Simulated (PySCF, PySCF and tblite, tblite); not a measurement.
# C₂H₅NO₂Si₂: telling isomers apart by computed NMR, part 2 of 3

PySCF and tblite. Atoms count from 0.

## 8. GFN2-xTB relaxation, isomer C, conformer 1

The job: settings as JSON, then the geometry in Å.

```
{"job": {"xc": "GFN2-xTB", "basis": "xTB", "kind": "relax"}, "charge": 0, "multiplicity": 1}
N      2.824800     1.598700     0.389000
C      1.835500     1.140700    -0.044300
C      0.626500     0.531600    -0.588400
O     -0.572800     1.285500    -0.180500
Si    -1.760800     0.313200     0.551700
O     -1.078000    -1.239000     0.559800
Si     0.499400    -1.326500    -0.087700
H      0.651800     0.583900    -1.682800
H     -2.004500     0.766500     1.929200
H     -2.974400     0.309400    -0.300100
H      0.504800    -2.230900    -1.267800
H      1.448900    -1.733900     0.981700
```

Standard output:

```text
step      E/eV     max force
  0    -583.39460    3.459
  1    -583.37298    9.936
  2    -583.71352    0.625
  3    -583.74432    0.503
  4    -583.76870    0.271
  5    -583.77363    0.179
  6    -583.77947    0.203
  7    -583.78351    0.274
  8    -583.78993    0.233
  9    -583.79413    0.158
 10    -583.79720    0.149
 11    -583.79893    0.121
 12    -583.80003    0.087
 13    -583.80093    0.067
 14    -583.80165    0.065
 15    -583.80202    0.046
 16    -583.80217    0.031
 17    -583.80217    0.031
 18    -583.80222    0.027
 19    -583.80226    0.149
 20    -583.80237    0.059
 21    -583.80241    0.030
 22    -583.80247    0.024
 23    -583.80256    0.048
 24    -583.80267    0.055
 25    -583.80283    0.053
 26    -583.80305    0.050
 27    -583.80332    0.054
 28    -583.80358    0.057
 29    -583.80384    0.047
 30    -583.80410    0.043
 31    -583.80437    0.064
 32    -583.80462    0.069
 33    -583.80486    0.053
 34    -583.80513    0.039
 35    -583.80539    0.042
 36    -583.80559    0.047
 37    -583.80573    0.033
 38    -583.80586    0.034
 39    -583.80602    0.048
 40    -583.80620    0.061
 41    -583.80633    0.046
 42    -583.80640    0.024
 43    -583.80646    0.024
 44    -583.80651    0.040
 45    -583.80657    0.041
 46    -583.80663    0.032
 47    -583.80668    0.022
 48    -583.80672    0.020
 49    -583.80676    0.033
 50    -583.80678    0.012
 51    -583.80680    0.011
 52    -583.80682    0.012
 53    -583.80683    0.014
 54    -583.80685    0.011
 55    -583.80686    0.010
 56    -583.80688    0.010
 57    -583.80689    0.011
 58    -583.80690    0.010
 59    -583.80691    0.008
 60    -583.80692    0.009
 61    -583.80693    0.008
 62    -583.80694    0.006
 63    -583.80694    0.007
 64    -583.80695    0.007
 65    -583.80696    0.008
 66    -583.80696    0.007
 67    -583.80697    0.005
 68    -583.80697    0.006
 69    -583.80698    0.007
 70    -583.80698    0.008
 71    -583.80698    0.005
 72    -583.80699    0.004
 73    -583.80699    0.005
```

Run time: 0.42 s. Hardware: 1 thread of Arm Neoverse V1, shared host.

Relaxing gained 0.412 eV and moved the atoms by 0.13 Å on average (rms).

## 9. Shieldings, isomer C, conformer 1: B3LYP/pcSseg-1 in chloroform

The job: settings as JSON, then the geometry in Å.

```
{"job": {"xc": "B3LYP", "basis": "pcSseg-1", "solvent": "chloroform", "kind": "nmr", "pop": false}, "charge": 0, "multiplicity": 1}
N      2.645992     1.601950     0.541403
C      1.749515     1.142766    -0.003013
C      0.629590     0.518239    -0.645242
O     -0.581026     1.168396    -0.290730
Si    -1.706659     0.342300     0.541001
O     -1.011075    -1.163210     0.574651
Si     0.453610    -1.347255    -0.083589
H      0.758136     0.615462    -1.730167
H     -1.796233     0.783572     1.919496
H     -2.912244     0.230455    -0.256932
H      0.358715    -2.202485    -1.257450
H      1.412877    -1.690874     0.950339
```

Standard output:

```text
coarse grid: 11760 points
cycle   1  E = -863.2042822360  dE =  1.179e+00  |g| = 1.111e+00  |ddm| = 3.449e+00
cycle   2  E = -862.6774847761  dE =  5.268e-01  |g| = 1.984e+00  |ddm| = 2.496e+00
cycle   3  E = -863.4110681576  dE = -7.336e-01  |g| = 2.014e-01  |ddm| = 1.818e+00
cycle   4  E = -863.4157815678  dE = -4.713e-03  |g| = 1.421e-01  |ddm| = 2.145e-01
cycle   5  E = -863.4197673715  dE = -3.986e-03  |g| = 2.943e-02  |ddm| = 1.164e-01
cycle   6  E = -863.4199426570  dE = -1.753e-04  |g| = 7.712e-03  |ddm| = 2.996e-02
cycle   7  E = -863.4199516368  dE = -8.980e-06  |g| = 2.907e-03  |ddm| = 7.321e-03
final grid: 106536 points
cycle   8  E = -863.4858153847  dE = -1.273e-05  |g| = 6.571e-03  |ddm| = 1.916e-02
cycle   9  E = -863.4858019049  dE =  1.348e-05  |g| = 1.098e-02  |ddm| = 1.128e-02
cycle  10  E = -863.4858225655  dE = -2.066e-05  |g| = 1.002e-03  |ddm| = 7.452e-03
cycle  11  E = -863.4858227351  dE = -1.696e-07  |g| = 4.474e-04  |ddm| = 1.002e-03
cycle  12  E = -863.4858227750  dE = -3.997e-08  |g| = 9.581e-05  |ddm| = 3.535e-04
cycle  13  E = -863.4858227766  dE = -1.591e-09  |g| = 3.559e-05  |ddm| = 8.021e-05
cycle  14  E = -863.4858227769  dE = -2.244e-10  |g| = 8.855e-06  |ddm| = 2.691e-05
converged SCF energy = -863.4858227769

GIAO shielding tensors (ppm)
atom      isotropic    diamagn.    paramagn.     s11        s22        s33       span
  0 N      -31.164     342.900    -374.064   -196.909   -156.544    259.962    456.871
  1 C       55.453     260.356    -204.903    -67.393    -59.255    293.006    360.399
  2 C      129.108     250.628    -121.520     96.570    113.292    177.463     80.893
  3 O      299.153     397.994     -98.841    260.417    288.672    348.371     87.955
  4 Si     349.284     880.644    -531.360    336.353    340.249    371.249     34.896
  5 O      278.923     400.203    -121.280    229.595    255.377    351.796    122.201
  6 Si     355.677     879.952    -524.276    322.273    352.177    392.579     70.306
  7 H       26.872      28.344      -1.471     22.619     25.670     32.328      9.709
  8 H       26.744      29.760      -3.015     23.344     23.848     33.041      9.696
  9 H       26.817      29.312      -2.495     23.106     23.829     33.517     10.411
 10 H       26.737      29.221      -2.484     23.360     24.110     32.742      9.382
 11 H       26.780      29.724      -2.945     23.911     24.544     31.884      7.973
```

Run time: 15 s. Hardware: 1 thread of Arm Neoverse V1, shared host; peak memory 0.78 GiB.

Key values: HOMO -8.30 eV, LUMO -0.70 eV; dipole 4.27 D.

## 10. Averages, isomer C: properties at B3LYP/pcSseg-1 in chloroform

The job: settings as JSON, then the geometry in Å.

```
{"job": {"study": "conf", "smiles": "N#C[C@@H]1O[SiH2]O[SiH2]1", "search": {"seed": 9100, "n_embed": 60, "ff_keep": 14, "window": 2.5, "nmax": 6, "temps": [250, 298.15, 350], "t_ref": 298.15, "order": 0.0005}, "level": {"nmr": {"xc": "B3LYP", "basis": "pcSseg-1", "solvent": "chloroform"}}, "kind": "conf"}, "charge": 0, "multiplicity": 1}
N      2.645992     1.601950     0.541403
C      1.749515     1.142766    -0.003013
C      0.629590     0.518239    -0.645242
O     -0.581026     1.168396    -0.290730
Si    -1.706659     0.342300     0.541001
O     -1.011075    -1.163210     0.574651
Si     0.453610    -1.347255    -0.083589
H      0.758136     0.615462    -1.730167
H     -1.796233     0.783572     1.919496
H     -2.912244     0.230455    -0.256932
H      0.358715    -2.202485    -1.257450
H      1.412877    -1.690874     0.950339
```

Standard output:

```text
conformer  sym    E(xTB)   E(DFT)   G(298.15 K)  weight  dipole/D
    1     C1      0.000    0.000    0.000   1.0000    4.273

mean shielding (ppm) by class
class atoms           250 K   298.15 K      350 K
  0 N  0            -31.164    -31.164    -31.164
  1 C  1             55.453     55.453     55.453
  2 C  2            129.108    129.108    129.108
  3 O  3            299.153    299.153    299.153
  4 Si 4            349.284    349.284    349.284
  5 O  5            278.923    278.923    278.923
  6 Si 6            355.676    355.676    355.676
  7 H  7             26.872     26.872     26.872
  8 H  8             26.744     26.744     26.744
  9 H  9             26.817     26.817     26.817
 10 H  10            26.737     26.737     26.737
 11 H  11             26.78      26.78      26.78
```

Run time: 16 s. Hardware: 1 thread of Arm Neoverse V1, shared host. This counts the runs that the step sums up.

The search (ETKDG and KDG, MMFF94s, GFN2-xTB) embedded 60 structures, kept 1 distinct ones after the force field and 1 after xTB; 1 was carried on (window 2.5 kcal/mol at the search's own energies). Energies: B3LYP/pcSseg-1 in chloroform with D3(BJ).

Conformer by conformer (298 K):

| no. | group | mirror pair | ΔE xTB | ΔE DFT | ΔG | weight (%) | μ (D) | A, B, C (GHz) |
| --- | --- | --- | --- | --- | --- | --- | --- | --- |
| 1 | C1 | no | 0.00 | 0.00 | 0.00 | 100.0 | 4.27 | 3.07, 1.59, 1.19 |

Energies in kcal/mol. ΔG holds xTB vibrations and rotation, symmetry numbers and mirror pairs.

Shifts against references run at the same level (¹³C TMS 182.6, ¹H TMS 31.81, ²⁹Si TMS 334.3 ppm of shielding), by class of atoms, at 298 K:

| atoms | environment | average |
| --- | --- | --- |
| C1 | nitrile carbon | 127.1 |
| C2 | sp3 CH bonded to O and Si, α to a nitrile | 53.5 |
| H10 | hydrogen on a silicon bonded to C, O, in a 5-membered ring | 5.08 |
| H8 | hydrogen on a silicon bonded to 2 O, in a 5-membered ring | 5.07 |
| H11 | hydrogen on a silicon bonded to C, O, in a 5-membered ring | 5.03 |
| H9 | hydrogen on a silicon bonded to 2 O, in a 5-membered ring | 5.00 |
| H7 | hydrogen on an sp3 CH bonded to O and Si, α to a nitrile | 4.94 |
| N0 | nitrile nitrogen | -31.2 (σ) |
| O5 | oxygen bonded to 2 Si, in a 5-membered ring | 278.9 (σ) |
| O3 | oxygen bonded to C, Si, in a 5-membered ring | 299.2 (σ) |
| Si4 | silicon bonded to 2 O, 2 H, in a 5-membered ring | -15.0 |
| Si6 | silicon bonded to C, O, 2 H, in a 5-membered ring | -21.4 |

Effective distances for nuclear Overhauser effects, ⟨r⁻⁶⟩^(−1/6) over all pairs of two classes (Å): H10···H11 2.50; H8···H9 2.51; H7···H10 2.89; H7···H11 3.60; H7···H9 3.97.

## 11. Shieldings, isomer A, conformer 1: B3LYP/pcSseg-1 in methanol

The job: settings as JSON, then the geometry in Å.

```
{"job": {"xc": "B3LYP", "basis": "pcSseg-1", "solvent": "methanol", "kind": "nmr", "pop": false}, "charge": 0, "multiplicity": 1}
N      3.193133    -0.521969    -1.491567
C      2.346706    -0.284019    -0.758540
Si     1.003993     0.080489     0.484678
C     -0.421442    -1.203546     0.341167
O     -1.589148    -0.474415    -0.001823
Si    -1.469589     1.119826    -0.291914
O      0.145581     1.365301     0.005725
H      1.534443     0.298744     1.820961
H     -0.256592    -1.959870    -0.432209
H     -0.622346    -1.732237     1.276533
H     -2.188907     1.878182     0.714050
H     -1.674634     1.432827    -1.693088
```

Standard output:

```text
coarse grid: 11760 points
cycle   1  E = -863.2327398417  dE =  1.064e+00  |g| = 1.094e+00  |ddm| = 3.410e+00
cycle   2  E = -862.7593844313  dE =  4.734e-01  |g| = 1.907e+00  |ddm| = 2.347e+00
cycle   3  E = -863.4357013414  dE = -6.763e-01  |g| = 1.843e-01  |ddm| = 1.705e+00
cycle   4  E = -863.4394068669  dE = -3.706e-03  |g| = 1.349e-01  |ddm| = 1.663e-01
cycle   5  E = -863.4430543874  dE = -3.648e-03  |g| = 2.998e-02  |ddm| = 8.858e-02
cycle   6  E = -863.4432436374  dE = -1.892e-04  |g| = 5.729e-03  |ddm| = 2.513e-02
cycle   7  E = -863.4432489955  dE = -5.358e-06  |g| = 2.661e-03  |ddm| = 6.323e-03
final grid: 106536 points
cycle   8  E = -863.5094104162  dE = -1.186e-05  |g| = 7.352e-03  |ddm| = 1.567e-02
cycle   9  E = -863.5093934838  dE =  1.693e-05  |g| = 1.211e-02  |ddm| = 1.253e-02
cycle  10  E = -863.5094201728  dE = -2.669e-05  |g| = 1.268e-03  |ddm| = 8.072e-03
cycle  11  E = -863.5094204741  dE = -3.013e-07  |g| = 4.460e-04  |ddm| = 9.670e-04
cycle  12  E = -863.5094205115  dE = -3.739e-08  |g| = 1.308e-04  |ddm| = 3.072e-04
cycle  13  E = -863.5094205149  dE = -3.333e-09  |g| = 3.548e-05  |ddm| = 9.469e-05
cycle  14  E = -863.5094205151  dE = -2.369e-10  |g| = 8.795e-06  |ddm| = 2.815e-05
converged SCF energy = -863.5094205151

GIAO shielding tensors (ppm)
atom      isotropic    diamagn.    paramagn.     s11        s22        s33       span
  0 N      -74.736     340.645    -415.381   -263.919   -258.280    297.991    561.910
  1 C       54.741     261.840    -207.100    -62.802    -60.707    287.730    350.532
  2 Si     375.845     879.915    -504.070    325.777    382.018    419.739     93.962
  3 C      124.536     250.748    -126.211     91.012    103.653    178.944     87.932
  4 O      317.302     397.998     -80.695    268.357    295.251    388.299    119.942
  5 Si     349.824     880.598    -530.774    334.914    341.171    373.387     38.473
  6 O      273.413     400.242    -126.830    224.377    272.221    323.640     99.262
  7 H       26.655      27.992      -1.337     23.046     24.287     32.631      9.586
  8 H       27.395      30.634      -3.239     23.197     25.810     33.179      9.983
  9 H       27.366      29.508      -2.142     22.827     25.928     33.344     10.518
 10 H       26.849      29.199      -2.351     23.217     23.876     33.452     10.235
 11 H       26.800      29.780      -2.980     23.316     23.949     33.134      9.818
```

Run time: 15 s. Hardware: 1 thread of Arm Neoverse V1, shared host; peak memory 0.84 GiB.

This run: HOMO -8.07 eV, LUMO -1.19 eV; dipole 4.06 D.

## 12. Single-point energy, isomer A, conformer 1: revPBE/6-311G** in methanol

The job, as its differences from that of step 11:

```diff
@@ -1,2 +1,2 @@
-{"job": {"xc": "B3LYP", "basis": "pcSseg-1", "solvent": "methanol", "kind": "nmr", "pop": false}, "charge": 0, "multiplicity": 1}
+{"job": {"xc": "revPBE", "basis": "6-311G**", "solvent": "methanol", "kind": "sp"}, "charge": 0, "multiplicity": 1}
 N      3.193133    -0.521969    -1.491567
```

Standard output:

```text
coarse grid: 11760 points
cycle   1  E = -863.1146803482  dE =  1.047e+00  |g| = 1.172e+00  |ddm| = 3.100e+00
cycle   2  E = -862.0460785330  dE =  1.069e+00  |g| = 2.556e+00  |ddm| = 3.578e+00
cycle   3  E = -863.3366704982  dE = -1.291e+00  |g| = 2.922e-01  |ddm| = 3.009e+00
cycle   4  E = -863.3416712824  dE = -5.001e-03  |g| = 2.636e-01  |ddm| = 3.033e-01
cycle   5  E = -863.3549604010  dE = -1.329e-02  |g| = 9.527e-02  |ddm| = 1.839e-01
cycle   6  E = -863.3568706050  dE = -1.910e-03  |g| = 1.444e-02  |ddm| = 6.982e-02
cycle   7  E = -863.3569129313  dE = -4.233e-05  |g| = 7.005e-03  |ddm| = 1.806e-02
cycle   8  E = -863.3569227070  dE = -9.776e-06  |g| = 2.053e-03  |ddm| = 6.930e-03
final grid: 106536 points
cycle   9  E = -863.3714840497  dE = -1.714e-05  |g| = 2.017e-02  |ddm| = 3.227e-02
cycle  10  E = -863.3712748004  dE =  2.092e-04  |g| = 3.962e-02  |ddm| = 4.286e-02
cycle  11  E = -863.3715498221  dE = -2.750e-04  |g| = 2.766e-03  |ddm| = 3.084e-02
cycle  12  E = -863.3715508833  dE = -1.061e-06  |g| = 1.667e-03  |ddm| = 2.622e-03
cycle  13  E = -863.3715513567  dE = -4.734e-07  |g| = 7.936e-04  |ddm| = 1.196e-03
cycle  14  E = -863.3715514947  dE = -1.380e-07  |g| = 1.043e-04  |ddm| = 5.198e-04
cycle  15  E = -863.3715514976  dE = -2.807e-09  |g| = 1.935e-05  |ddm| = 1.111e-04
cycle  16  E = -863.3715514976  dE = -7.935e-11  |g| = 6.944e-06  |ddm| = 2.075e-05
converged SCF energy = -863.3715514976
```

Run time: 7.8 s. Hardware: 1 thread of Arm Neoverse V1, shared host; peak memory 0.6 GiB.

This run: HOMO -6.71 eV, LUMO -1.82 eV; dipole 3.98 D.

## 13. Boltzmann average, isomer A: properties at B3LYP/pcSseg-1 in methanol

The job: settings as JSON, then the geometry in Å.

```
{"job": {"study": "conf", "smiles": "N#C[Si@@H]1CO[SiH2]O1", "search": {"seed": 9100, "n_embed": 60, "ff_keep": 14, "window": 2.5, "nmax": 6, "temps": [250, 298.15, 350], "t_ref": 298.15, "order": 0.0005}, "level": {"nmr": {"xc": "B3LYP", "basis": "pcSseg-1", "solvent": "methanol"}, "sp": {"xc": "revPBE", "basis": "6-311G**", "solvent": "methanol"}, "change": "B3LYP/pcSseg-1; solvent methanol; energies revPBE/6-311G**"}, "kind": "conf"}, "charge": 0, "multiplicity": 1}
N      3.193133    -0.521969    -1.491567
C      2.346706    -0.284019    -0.758540
Si     1.003993     0.080489     0.484678
C     -0.421442    -1.203546     0.341167
O     -1.589148    -0.474415    -0.001823
Si    -1.469589     1.119826    -0.291914
O      0.145581     1.365301     0.005725
H      1.534443     0.298744     1.820961
H     -0.256592    -1.959870    -0.432209
H     -0.622346    -1.732237     1.276533
H     -2.188907     1.878182     0.714050
H     -1.674634     1.432827    -1.693088
```

Standard output:

```text
conformer  sym    E(xTB)   E(DFT)   G(298.15 K)  weight  dipole/D
    1     C1      0.000    0.000    0.000   1.0000    3.984

mean shielding (ppm) by class
class atoms           250 K   298.15 K      350 K
  0 N  0            -74.736    -74.736    -74.736
  1 C  1             54.741     54.741     54.741
  2 Si 2            375.845    375.845    375.845
  3 C  3            124.536    124.536    124.536
  4 O  4            317.302    317.302    317.302
  5 Si 5            349.824    349.824    349.824
  6 O  6            273.413    273.413    273.413
  7 H  7             26.654     26.654     26.654
  8 H  8             27.395     27.395     27.395
  9 H  9             27.366     27.366     27.366
 10 H  10            26.849     26.849     26.849
 11 H  11              26.8       26.8       26.8
```

It took 23 s on 1 thread of Arm Neoverse V1, shared host. This counts the runs that the step sums up.

Against the first level, at 298 K (shieldings, ppm; largest changes first):

| atoms | B3LYP/pcSseg-1 in chloroform | B3LYP/pcSseg-1 in methanol | change |
| --- | --- | --- | --- |
| N0 | -80.5 | -74.7 | +5.8 |
| C1 | 55.9 | 54.7 | -1.2 |
| O6 | 272.5 | 273.4 | +0.9 |
| Si2 | 376.7 | 375.8 | -0.8 |
| O4 | 316.5 | 317.3 | +0.8 |
| Si5 | 350.1 | 349.8 | -0.3 |
| H9 | 27.44 | 27.37 | -0.08 |
| C3 | 124.6 | 124.5 | -0.1 |
| H8 | 27.44 | 27.39 | -0.05 |
| H7 | 26.70 | 26.65 | -0.05 |

Weights: from B3LYP/pcSseg-1 in chloroform energies 1: 100 %; from revPBE/6-311G** in methanol energies 1: 100 % (with a dispersion term where the level has one and the same thermal terms, so they don't follow from the SCF energies alone). Times: 19 s and 23 s.

[end of part 2 of 3]
